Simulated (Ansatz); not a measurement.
**GaH₂Cl₃ (built from SMILES [Cl][Ga]([Cl])[Cl].[H][H]): search for a transition state, part 1 of 2**

Is there a first-order saddle for this four-centre ligand exchange, which should form Ga1–H6, Cl2–H5 and break Ga1–Cl2, H5–H6, and which two structures does it connect?

The runs use Ansatz 0.2.0, Gaussian basis; PBE0-D4, def2-SVP first, then def2-TZVP.

152 further runs of the same task are left out: 152 set aside as unsound or not needed.

### Step 1. The starting structure

The guess: 6 atoms, charge 0, spin multiplicity 1.

Atoms are counted from 1 here; the program's logs count them from 0.

Bond lengths: Ga1–Cl2 2.315 Å, Ga1–Cl3 2.072 Å, Ga1–Cl4 2.072 Å, Ga1–H5 1.968 Å, Ga1–H6 1.774 Å, Cl2–H5 1.609 Å. Angles: Cl2–Ga1–Cl3 111.4°, Cl2–Ga1–Cl4 111.5°, Cl2–Ga1–H5 43.2°, Cl2–Ga1–H6 81.4°, Cl3–Ga1–Cl4 123.9°, Cl3–Ga1–H5 118.0°, Cl3–Ga1–H6 110.3°, Cl4–Ga1–H5 118.0°, Cl4–Ga1–H6 110.3°, H5–Ga1–H6 38.2°, Ga1–Cl2–H5 56.8°, Ga1–H5–Cl2 80.0°.

Coordinates:

```
Ga   -0.1309    0.4193   -0.2794
Cl    1.4219   -1.2904   -0.1239
Cl   -1.3914    0.1527   -1.9024
Cl    0.6931    2.2437    0.2559
H     0.1923   -1.1218    0.9007
H    -0.7849   -0.4035    1.1492
```

Distances that are to change: Ga1–H6 1.77 Å, Cl2–H5 1.61 Å, Ga1–Cl2 2.31 Å, H5–H6 1.24 Å.

### Step 2. Relaxing the guess with the reacting distances held

hold/in.yaml reads:

```yaml
crystal:
  periodic: [false, false, false]
  atoms:
    - {symbol: Ga, position_ang: [-0.130900, 0.419300, -0.279400]}
    - {symbol: Cl, position_ang: [1.421900, -1.290400, -0.123900]}
    - {symbol: Cl, position_ang: [-1.391400, 0.152700, -1.902400]}
    - {symbol: Cl, position_ang: [0.693100, 2.243700, 0.255900]}
    - {symbol: H, position_ang: [0.192300, -1.121800, 0.900700]}
    - {symbol: H, position_ang: [-0.784900, -0.403500, 1.149200]}
basis:
  gaussian: {orbitals: def2-SVP}
hamiltonian: {xc: pbe0, dispersion: d4}
relax: {f_tol: 0.04, max_steps: 150, escape_saddle: false, constraints: [{distance: [0, 5]}, {distance: [1, 4]}, {distance: [0, 1]}, {distance: [4, 5]}]}
```

On the command line:

```sh
$ ansatz run in.yaml --threads 4 --pin off --events-out ev --progress --plain --max-ram 9574MiB
```

Standard output (excerpt; [...] marks lines left out):

```text
Functional definition: PBE0
  name "PBE0"
  cite "Adamo & Barone, J. Chem. Phys. 110, 6158 (1999) doi:10.1063/1.478522"
  cite "Perdew, Burke & Ernzerhof, Phys. Rev. Lett. 77, 3865 (1996) doi:10.1103/PhysRevLett.77.3865"
  parent pbe
[...]
952 factors; integrals over basis functions are off by at most 3.5e-4 eV
[...]
mean field -89943.23907854 eV, -3305.3530704192 hartree, gradient 9.8e-6 eV, S^2 0.000000; 0 other end points of the search recorded, 0 dependent functions left out
[...]
reference -89943.23910455 eV, -3305.3530713752 hartree; 42, 42 occupied and 54, 54 virtual orbitals, 952 factors
relax step   1: F+E_penalty+E_count = -89943.41261518 eV  Δ(F+E_penalty+E_count) = +0.000e0 eV  max|allowed force component| = 1.026e0 eV/Å  Δτ_max = 0.0000 Å  (24 SCF iters, accepted)
[...]
relax step   2: F+E_penalty+E_count = -89943.48747669 eV  Δ(F+E_penalty+E_count) = -7.486e-2 eV  max|allowed force component| = 1.401e-1 eV/Å  Δτ_max = 0.0627 Å  (23 SCF iters, accepted)
[...]
relax step   3: F+E_penalty+E_count = -89943.49118128 eV  Δ(F+E_penalty+E_count) = -3.705e-3 eV  max|allowed force component| = 1.522e-2 eV/Å  Δτ_max = 0.0264 Å  (24 SCF iters, accepted)
  distance Ga 0 - H 5 held at 1.773588 Å   reaction = +3.5425e-1 eV/Å
  distance Cl 1 - H 4 held at 1.609393 Å   reaction = +5.0159e-1 eV/Å
  distance Ga 0 - Cl 1 held at 2.314831 Å   reaction = -4.2307e-1 eV/Å
  distance H 4 - H 5 held at 1.237993 Å   reaction = +1.0465e0 eV/Å
952 factors; integrals over basis functions are off by at most 4.7e-4 eV
[...]
mean field -89943.32013155 eV, -3305.3560490623 hartree, gradient 6.9e-5 eV, S^2 0.000000; 1 other end points of the search recorded, 0 dependent functions left out
[...]
reference -89943.32015775 eV, -3305.3560500253 hartree; 42, 42 occupied and 54, 54 virtual orbitals, 952 factors
Total energy: -89943.49120749 eV, -3305.3623359872 hartree
Atom 0 at    -0.135824     0.397140    -0.253431 Å, force    -0.424623     0.154966     0.259798 eV/Å
Atom 1 at     1.433976    -1.299347    -0.126534 Å, force    -0.106284    -0.239617     0.334908 eV/Å
Atom 2 at    -1.412433     0.136634    -1.940910 Å, force     0.006020     0.005655     0.000746 eV/Å
Atom 3 at     0.722306     2.277467     0.269193 Å, force    -0.002001    -0.002434    -0.007609 eV/Å
Atom 4 at     0.191562    -1.095238     0.875911 Å, force    -0.448940     0.494772    -0.045740 eV/Å
Atom 5 at    -0.799486    -0.416656     1.175870 Å, force     0.975829    -0.413342    -0.542103 eV/Å
Dipole moment:     0.001424    -0.292239     0.281740 e Å
```

It took 5.5 s on 4 threads of Arm Neoverse V1, shared host.

The steps of the relaxation:

| step | energy from step 1 (eV) | largest force component (eV/Å) |
| --- | --- | --- |
| 1 | 0.0000 | 1.0258 |
| 2 | -0.0749 | 0.1401 |
| 3 | -0.0786 | 0.0152 |

Distances of close pairs at the start and the end, largest changes first:

| bond | before (Å) | after (Å) | change (Å) |
| --- | --- | --- | --- |
| Ga1–H5 | 1.968 | 1.900 | -0.068 |
| Ga1–Cl4 | 2.072 | 2.132 | +0.060 |
| Ga1–Cl3 | 2.072 | 2.132 | +0.060 |
| Ga1–Cl2 | 2.315 | 2.315 | +0.000 |
| Ga1–H6 | 1.774 | 1.774 | +0.000 |
| Cl2–H5 | 1.609 | 1.609 | +0.000 |

### Step 3. Force constants to start from

hessian/in.yaml reads:

```yaml
crystal:
  periodic: [false, false, false]
  atoms:
    - {symbol: Ga, position_ang: [-0.135824, 0.397140, -0.253431]}
    - {symbol: Cl, position_ang: [1.433976, -1.299347, -0.126534]}
    - {symbol: Cl, position_ang: [-1.412433, 0.136634, -1.940910]}
    - {symbol: Cl, position_ang: [0.722306, 2.277467, 0.269193]}
    - {symbol: H, position_ang: [0.191562, -1.095238, 0.875911]}
    - {symbol: H, position_ang: [-0.799486, -0.416656, 1.175870]}
basis:
  gaussian: {orbitals: def2-SVP}
hamiltonian: {xc: pbe0, dispersion: d4}
phonons: {}
scf: {lower_state_search: off}
```

On the command line:

```sh
$ ansatz run in.yaml --threads 4 --pin off --events-out ev --progress --plain --max-ram 9574MiB
```

Standard output (excerpt; [...] marks lines left out):

```text
Functional definition: PBE0
  name "PBE0"
  cite "Adamo & Barone, J. Chem. Phys. 110, 6158 (1999) doi:10.1063/1.478522"
  cite "Perdew, Burke & Ernzerhof, Phys. Rev. Lett. 77, 3865 (1996) doi:10.1103/PhysRevLett.77.3865"
  parent pbe
[...]
951 factors; integrals over basis functions are off by at most 3.5e-4 eV
[...]
mean field -89943.32012917 eV, -3305.3560489748 hartree, gradient 9.3e-6 eV, S^2 0.000000; 0 other end points of the search recorded, 0 dependent functions left out
[...]
reference -89943.32015537 eV, -3305.3560499380 hartree; 42, 42 occupied and 54, 54 virtual orbitals, 951 factors
[... from here to the last solve, the lines of the solves are left out (35 solves) ...]
951 factors; integrals over basis functions are off by at most 3.5e-4 eV
mean field -89943.32147532 eV, -3305.3560984449 hartree, gradient 1.6e-6 eV, S^2 0.000000; 0 other end points of the search recorded, 0 dependent functions left out
[...]
WARN: phonons: modes at or below zero, which the zero-point energy, F, S and C_V leave out: 1, the lowest at -1361.92 cm⁻¹. A minimum has none, and a first-order saddle one
Total energy: -89943.49120509 eV, -3305.3623358992 hartree
Atom 0 at    -0.135824     0.397140    -0.253431 Å, force    -0.424690     0.155011     0.259818 eV/Å
Atom 1 at     1.433976    -1.299347    -0.126534 Å, force    -0.106323    -0.239619     0.334956 eV/Å
Atom 2 at    -1.412433     0.136634    -1.940910 Å, force     0.006018     0.005659     0.000725 eV/Å
Atom 3 at     0.722306     2.277467     0.269193 Å, force    -0.001989    -0.002428    -0.007617 eV/Å
Atom 4 at     0.191562    -1.095238     0.875911 Å, force    -0.448908     0.494733    -0.045735 eV/Å
Atom 5 at    -0.799486    -0.416656     1.175870 Å, force     0.975891    -0.413356    -0.542147 eV/Å
Dipole moment:     0.001423    -0.292238     0.281741 e Å
Vibrations: -1361.92 108.39 117.96 159.20 350.90 405.52 468.78 471.99 893.74 1124.99 1304.73 1636.77 cm⁻¹, zero-point energy 0.436608 eV
Checks for a lower state left out: stability, starts, cluster_reference, orbital_swaps, neighbouring_geometries, increment
```

It took 32 s on 4 threads of Arm Neoverse V1, shared host.

The structure is not stationary yet, so these wavenumbers are no spectrum; the search needs only the force constants.

### Step 4. Saddle search in the small basis

A small driver takes partitioned rational-function steps: uphill along one mode, downhill along the rest. It calls the program once a step for energy and forces and updates the Hessian by Bofill's formula. It stops when the largest force is under 0.04 eV/Å and the followed curvature is negative. The first step's input:

presaddle/in.yaml reads:

```yaml
crystal:
  periodic: [false, false, false]
  atoms:
    - {symbol: Ga, position_ang: [-0.135824, 0.397140, -0.253431]}
    - {symbol: Cl, position_ang: [1.433976, -1.299347, -0.126534]}
    - {symbol: Cl, position_ang: [-1.412433, 0.136634, -1.940910]}
    - {symbol: Cl, position_ang: [0.722306, 2.277467, 0.269193]}
    - {symbol: H, position_ang: [0.191562, -1.095238, 0.875911]}
    - {symbol: H, position_ang: [-0.799486, -0.416656, 1.175870]}
basis:
  gaussian: {orbitals: def2-SVP}
hamiltonian: {xc: pbe0, dispersion: d4}
output: {forces: true}
scf: {lower_state_search: off}
```

On the command line:

```sh
$ ansatz run in.yaml --threads 4 --pin off --events-out ev --progress --plain --max-ram 9574MiB
```

The driver's record:

| step | energy (eV) | largest force (eV/Å) | followed curvature (eV/Å²) |
| --- | --- | --- | --- |
| 1 | -89943.49116 | 0.9759 | -11.29 |
| 2 | -89943.60670 | 0.2523 | -11.31 |
| 3 | -89943.61059 | 0.0264 | -11.28 |

The 3 steps took 2.8 s in all (4 threads of Arm Neoverse V1, shared host).

### Step 5. Saddle search in triple zeta

The search itself is an outer loop (partitioned rational-function steps, Bofill update of the Hessian). Each step is one single-point run with forces. It stops when the largest force is under 0.01 eV/Å and the followed curvature is negative. The first step's input:

saddle/in.yaml reads:

```yaml
crystal:
  periodic: [false, false, false]
  atoms:
    - {symbol: Ga, position_ang: [-0.196841, 0.431902, -0.228197]}
    - {symbol: Cl, position_ang: [1.411636, -1.357536, -0.048519]}
    - {symbol: Cl, position_ang: [-1.420861, 0.157927, -1.948433]}
    - {symbol: Cl, position_ang: [0.710571, 2.295373, 0.258207]}
    - {symbol: H, position_ang: [0.199576, -1.075123, 0.848668]}
    - {symbol: H, position_ang: [-0.703982, -0.452544, 1.118374]}
basis:
  gaussian: {orbitals: def2-TZVP}
hamiltonian: {xc: pbe0, dispersion: d4}
output: {forces: true}
scf: {lower_state_search: off}
```

On the command line:

```sh
$ ansatz run in.yaml --threads 4 --pin off --events-out ev --progress --plain --max-ram 9574MiB
```

The driver's record:

| step | energy (eV) | largest force (eV/Å) | followed curvature (eV/Å²) |
| --- | --- | --- | --- |
| 1 | -89963.24534 | 0.1472 | -11.28 |
| 2 | -89963.24746 | 0.0193 | -11.09 |
| 3 | -89963.24753 | 0.0091 | -11.20 |

The 3 steps took 6.8 s in all (4 threads of Arm Neoverse V1, shared host).

The point found:

```mol
Cl3GaH2
  3D, bonds by distance, orders not assigned

  6  6  0  0  0  0  0  0  0  0999 V2000
   -0.2041    0.4365   -0.2257 Ga  0  0
    1.4067   -1.3541   -0.0471 Cl  0  0
   -1.4132    0.1563   -1.9434 Cl  0  0
    0.7110    2.2865    0.2557 Cl  0  0
    0.2013   -1.0701    0.8422 H   0  0
   -0.7016   -0.4550    1.1185 H   0  0
  1  2  8  0
  1  3  8  0
  1  4  8  0
  1  5  8  0
  1  6  8  0
  2  5  8  0
M  END
```

Followed mode, largest move set to 1: H5 (0.82, -0.45, -0.36); Ga1 (-0.49, 0.16, 0.32); H6 (-0.32, 0.40, -0.08); Cl2 (-0.14, -0.13, 0.27).

### Step 6. Checking the order of the point

vib/in.yaml reads:

```yaml
crystal:
  periodic: [false, false, false]
  atoms:
    - {symbol: Ga, position_ang: [-0.204056, 0.436503, -0.225683]}
    - {symbol: Cl, position_ang: [1.406724, -1.354094, -0.047109]}
    - {symbol: Cl, position_ang: [-1.413246, 0.156256, -1.943449]}
    - {symbol: Cl, position_ang: [0.710973, 2.286468, 0.255723]}
    - {symbol: H, position_ang: [0.201311, -1.070131, 0.842158]}
    - {symbol: H, position_ang: [-0.701605, -0.455002, 1.118458]}
basis:
  gaussian: {orbitals: def2-TZVP}
hamiltonian: {xc: pbe0, dispersion: d4}
phonons: {temperatures: {t_min: 298.15, t_max: 900, t_step: 200}}
```

On the command line:

```sh
$ ansatz run in.yaml --threads 4 --pin off --events-out ev --progress --plain --max-ram 9574MiB
```

Standard output (excerpt; [...] marks lines left out):

```text
Functional definition: PBE0
  name "PBE0"
  cite "Adamo & Barone, J. Chem. Phys. 110, 6158 (1999) doi:10.1063/1.478522"
  cite "Perdew, Burke & Ernzerhof, Phys. Rev. Lett. 77, 3865 (1996) doi:10.1103/PhysRevLett.77.3865"
  parent pbe
[...]
1305 factors; their error is unknown
[...]
mean field -89963.07730807 eV, -3306.0821119077 hartree, gradient 5.2e-5 eV, S^2 0.000000; 0 other end points of the search recorded, 0 dependent functions left out
[...]
reference -89963.07733673 eV, -3306.0821129608 hartree; 42, 42 occupied and 129, 129 virtual orbitals, 1305 factors
[... from here to the last solve, the lines of the solves are left out (21 solves) ...]
1305 factors; their error is unknown
mean field -89963.07730328 eV, -3306.0821117317 hartree, gradient 1.3e-6 eV, S^2 0.000000; 0 other end points of the search recorded, 0 dependent functions left out
[...]
reference -89963.07733194 eV, -3306.0821127849 hartree; 42, 42 occupied and 129, 129 virtual orbitals, 1305 factors
WARN: phonons: modes at or below zero, which the zero-point energy, F, S and C_V leave out: 1, the lowest at -1002.22 cm⁻¹. A minimum has none, and a first-order saddle one
Total energy: -89963.24752854 eV, -3306.0883673945 hartree
Atom 0 at    -0.204056     0.436503    -0.225683 Å, force    -0.001781     0.009078    -0.007073 eV/Å
Atom 1 at     1.406724    -1.354094    -0.047109 Å, force     0.001765    -0.004511     0.002665 eV/Å
Atom 2 at    -1.413246     0.156256    -1.943449 Å, force    -0.001207    -0.000150    -0.000391 eV/Å
Atom 3 at     0.710973     2.286468     0.255723 Å, force    -0.000062     0.000998     0.000795 eV/Å
Atom 4 at     0.201311    -1.070131     0.842158 Å, force     0.002943    -0.002675    -0.000252 eV/Å
Atom 5 at    -0.701605    -0.455002     1.118458 Å, force    -0.001658    -0.002739     0.004255 eV/Å
Dipole moment:    -0.067159    -0.208636     0.266964 e Å
Vibrations: -1002.22 93.80 115.33 151.05 332.58 405.90 406.66 470.95 1001.10 1054.83 1433.52 1754.70 cm⁻¹, zero-point energy 0.447609 eV
```

It took 46 s on 4 threads of Arm Neoverse V1, shared host; peak memory 0.53 GiB.

Wavenumbers and character of the modes:

| mode | wavenumber (cm⁻¹) | character |
| --- | --- | --- |
| 1 | 1002i | changes Cl2–H5, H5–H6 |
| 2 | 94 | bend |
| 3 | 115 | bend |
| 4 | 151 | bend |
| 5 | 333 | Ga–Cl stretch with bend |
| 6 | 406 | bend |
| 7 | 407 | Ga–Cl stretch |
| 8 | 471 | Ga–Cl stretch |
| 9 | 1001 | bend |
| 10 | 1055 | bend |
| 11 | 1434 | Ga–H stretch with bend |
| 12 | 1755 | Ga–H stretch |

Vibrational sums (real modes only):

| T (K) | entropy (J/mol/K) | heat capacity (J/mol/K) |
| --- | --- | --- |
| 298 | 56.3 | 52.1 |
| 498 | 86.8 | 66.4 |
| 698 | 110.7 | 75.1 |
| 898 | 130.3 | 80.2 |

(Continued in part 2 of 2.)
